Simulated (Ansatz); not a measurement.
**CH₄FGaOS: how energies converge with the basis set**

The task here is to estimate one member of a computed series from the others.

Computed with Ansatz 0.2.0, Gaussian basis. Level: one geometry, several basis sets.

The runs, in order: PBE0-D4/def2-SVP; ωB97M-V/def2-SVP; PBE0-D4/def2-QZVPP; ωB97M-V/def2-QZVPP; the functionals' def2-TZVPP values are taken from earlier runs.

## Structure used throughout

An earlier PBE0-D4 in a triple-zeta def2 set relaxation fixed the geometry.

SMILES `C[S][Ga]([OH])[F]`, 9 atoms, charge 0, spin multiplicity 1.

Atoms are counted from 1 here; the program's logs count them from 0.

Bond lengths: C1–S2 1.824 Å, C1–H6 1.088 Å, C1–H7 1.090 Å, C1–H8 1.088 Å, S2–Ga3 2.163 Å, Ga3–O4 1.775 Å, Ga3–F5 1.751 Å, O4–H9 0.961 Å. Angles: S2–C1–H6 111.4°, S2–C1–H7 105.8°, S2–C1–H8 111.4°, H6–C1–H7 109.2°, H6–C1–H8 109.9°, H7–C1–H8 109.2°, C1–S2–Ga3 99.6°, S2–Ga3–O4 122.2°, S2–Ga3–F5 121.6°, O4–Ga3–F5 116.1°, Ga3–O4–H9 112.8°.

The first run:

File in.yaml:

```yaml
crystal:
  periodic: [false, false, false]
  atoms:
    - {symbol: C, position_ang: [1.410656, 0.221788, 0.897022]}
    - {symbol: S, position_ang: [0.676339, 1.449776, -0.234361]}
    - {symbol: Ga, position_ang: [-1.048167, 0.332879, -0.911686]}
    - {symbol: O, position_ang: [-1.391647, -1.314370, -0.345328]}
    - {symbol: F, position_ang: [-2.188507, 1.008080, -2.056797]}
    - {symbol: H, position_ang: [0.734141, -0.018259, 1.714419]}
    - {symbol: H, position_ang: [2.307750, 0.689888, 1.301073]}
    - {symbol: H, position_ang: [1.689360, -0.687332, 0.368527]}
    - {symbol: H, position_ang: [-2.189916, -1.682440, -0.732868]}
basis:
  gaussian: {orbitals: def2-SVP}
hamiltonian: {xc: pbe0, dispersion: d4}
output: {orbitals: {seedname: orbitals}}
```

Command:

```console
ansatz run in.yaml --threads 4 --pin off --events-out ev --progress --plain --max-ram 10444MiB
```

Steps of the session up to this table: PBE0-D4 in def2-SVP; ωB97M-V in def2-SVP; PBE0-D4 in def2-QZVPP; ωB97M-V in def2-QZVPP.

One table of the session follows, with a row left open; its other results are not shown here.

It belongs to the step «Functionals by basis». 

| functional | basis | HOMO (eV) |
| --- | --- | --- |
| PBE0-D4 | def2-SVP | -7.40 |
| PBE0-D4 | def2-TZVPP | -7.52 |
| PBE0-D4 | def2-QZVPP | -7.55 |
| ωB97M-V | def2-SVP | ? |
| ωB97M-V | def2-TZVPP | -9.71 |
| ωB97M-V | def2-QZVPP | -9.75 |

**Question.** Estimate the row for ωB97M-V, def2-SVP.

As computed: HOMO (eV): -9.55. In the column «HOMO (eV)» it lies between ωB97M-V, def2-TZVPP (-9.71) and PBE0-D4, def2-QZVPP (-7.55).
